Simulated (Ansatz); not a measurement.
Predict the output of the script below (Ansatz 0.2.0, Python API).

Script `ch5cl2gen.py`:
```python
# -*- coding: utf-8 -*-
import warnings

import ansatz as az
from ase import Atoms

BASIS_SET = 'def2-SVP'
FUNCTIONAL = 'cam_b3lyp'
FORCE_TOL = 0.02


def main():
    warnings.simplefilter('ignore', az.DeckWarning)

    atoms = Atoms(['C', 'Ge', 'N', 'Cl', 'Cl', 'H', 'H', 'H', 'H', 'H'], positions=[
        (-1.2257, -0.015, 0.5248),
        (0.2239, 0.1249, -0.7189),
        (1.772, -0.2688, 0.1787),
        (0.013, -1.2883, -2.324),
        (0.356, 2.1186, -1.5594),
        (-1.1263, 0.7766, 1.3329),
        (-2.1854, 0.2691, -0.0256),
        (-1.3002, -0.9767, 0.9286),
        (1.8772, 0.4238, 1.0268),
        (1.6787, -1.2152, 0.6391),
    ])

    first = (
        az.Crystal.molecule_from_ase(atoms).calculation()
        .basis(gaussian=BASIS_SET)
        .functional(FUNCTIONAL)
        .relax(force_tolerance=FORCE_TOL, max_steps=80)
    )
    atoms.positions = first.run(threads=1).report['positions_ang']

    start = atoms.get_dihedral(0, 1, 2, 8)
    energies = {}
    for turn in range(0, 360, 30):
        turned = atoms.copy()
        turned.set_dihedral(0, 1, 2, 8, start + turn, indices=[2, 8, 9])
        base = (
            az.Crystal.molecule_from_ase(turned).calculation()
            .basis(gaussian=BASIS_SET)
            .functional(FUNCTIONAL)
        )
        energies[round((start + turn) % 360)] = base.run(threads=1).report['free_energy_ev']
    floor = min(energies.values())
    print('dihedral C0-Ge1-N2-H8 (deg)   E - E(min) (kcal/mol)')
    for angle, e in sorted(energies.items()):
        print(f'{angle:8d} {23.060548 * (e - floor):14.3f}  ' + '#' * int(30 * (e - floor) / max(max(energies.values()) - floor, 1e-9)))


if __name__ == '__main__':
    main()
```

`python ch5cl2gen.py` gives:
```text
dihedral C0-Ge1-N2-H8 (deg)   E - E(min) (kcal/mol)
      21          3.364  ##########################
      51          3.804  ##############################
      81          3.258  #########################
     111          2.375  ##################
     141          1.774  #############
     171          1.641  ############
     201          1.668  #############
     231          1.294  ##########
     261          0.480  ###
     291          0.000
     321          0.555  ####
     351          1.984  ###############
```

The scan is rigid and the energies are electronic, in a modest basis. With rigid groups the curve can differ much from the relaxed path, the start wasn't checked as a minimum of this torsion, and equivalent turns needn't return to the same energy. Hardware and time: 4.6 min on 1 thread of Arm Neoverse V2, with other jobs on the host, peak memory 0.47 GiB.
